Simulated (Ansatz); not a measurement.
This script makes a comparison of norm-conserving and PAW potentials of FeNi3, space group Fm-3m with Ansatz 0.2.0 through its Python package.

Script `nc_paw_feni3.py`:
```python
"""Norm-conserving against PAW potentials for FeNi3."""

import ansatz
import numpy as np


def count_gap(report):
    # lowest empty less highest filled band, counting bands; zero where they overlap
    return max(report.get("gap_by_band_count_ev") or 0.0, 0.0)

cell = (
    ansatz.Lattice.of((0.0, 2.79037, 2.79037), (2.79037, 0.0, 2.79037), (2.79037, 2.79037, 0.0))
    .atom("Fe", (0.0, 0.0, 0.0), moment=3.5)
    .atom("Ni", (0.75, 0.75, 0.75), moment=-1.5)
    .atom("Ni", (0.25, 0.25, 0.25), moment=1.5)
    .atom("Ni", (0.5, 0.5, 0.5), moment=-1.5)
)

base = (
    cell.calculation()
    .kpoints(7, 7, 7, center="gamma")
    .spin("collinear")
    .functional("pbesol")
    .occupations("Marzari-Vanderbilt", width=0.05)
    .stress()
    .forces()
    .band_table()
)
variants = {
    "PAW": base.pseudopotentials("paw"),
    "norm-conserving": base.pseudopotentials("nc"),
}
# totals differ by the cores that each treatment holds, so compare what does not depend on them
rows = []
for label, variant in variants.items():
    report = variant.run(threads=1).report
    levels = np.array(report["eigenvalues_ev"][0]) - report["fermi_energy_ev"]
    print(label, "levels at the first k-point near E_F:", np.round(levels[np.abs(levels) < 5], 3))
    rows.append((label, report["n_electrons"], np.trace(report["stress_gpa"]) / 3, count_gap(report), report["magnetization_mub"]))
lines = [",".join(["treatment", "electrons in bands", "P GPa", "gap by band count eV", "moment muB"])] + [",".join(f"{v:.4f}" if isinstance(v, float) else str(v) for v in row) for row in rows]
print("\n".join(lines))
with open("nc_paw.csv", "w") as handle:
    handle.write("\n".join(lines) + "\n")
```

How well do the two treatments of the cores agree on the pressure?

PAW gives -3.507 GPa and norm-conserving -3.327 GPa, 0.18 GPa apart. They took 18.6 and 34.7 s of processor time.

The run itself:

Output of `python nc_paw_feni3.py`:
```text
DeckWarning: basis.ecutwfc = 420 eV, auto-derived from the records' recommended cutoffs: set by Fe (normal level)
RunWarning: the starting moments were not kept: 2 of 4 ended reversed and 2 kept their direction, counting a site from 0.1 μB. The largest reversed, site 1 (counted from 0, in the order of the [...]
PAW levels at the first k-point near E_F: [-4.777 -4.777 -3.675 -3.675 -3.675 -3.37  -3.37  -3.37  -2.41  -2.41
 -2.41  -1.454 -1.454 -1.066 -1.066 -0.631 -0.631 -0.311 -0.311 -0.311]
DeckWarning: basis.ecutwfc = 1333.357926 eV, auto-derived from the records' recommended cutoffs: set by Ni (normal level)
norm-conserving levels at the first k-point near E_F: [-4.83  -4.83  -3.767 -3.767 -3.767 -3.378 -3.378 -3.378 -2.419 -2.419
 -2.419 -1.564 -1.564 -1.085 -1.085 -0.629 -0.629 -0.349 -0.349 -0.349]
treatment,electrons in bands,P GPa,gap by band count eV,moment muB
PAW,70.0000,-3.5066,0.0000,4.3564
norm-conserving,70.0000,-3.3270,0.0000,4.3518
```
(Warnings from the package without file and line, shortened, repeats left out.)

Reading the output:
- The SCF didn't keep the moments it started from (some shrank, vanished or turned); what is printed is the state reached.
- For a metal this k-point mesh is coarse: on a finer one energies can move by several to tens of meV an atom and pressures by half a GPa or more, differences at one mesh by less.
- A gap by band count of zero or less means overlapping bands, a metal.
- The structure comes from a database of computed cells and needn't be a stable or known phase.
- Levels are Kohn-Sham eigenvalues on this mesh.
- Stress is positive in compression.
- Timing: 54 s on 1 thread of Arm Neoverse V2, on a shared host, peak memory 0.65 GiB.

(A comment or docstring line of the script was reworded after the run, the code is as it ran; lines on the test bed's own set-up are left out of the output.)
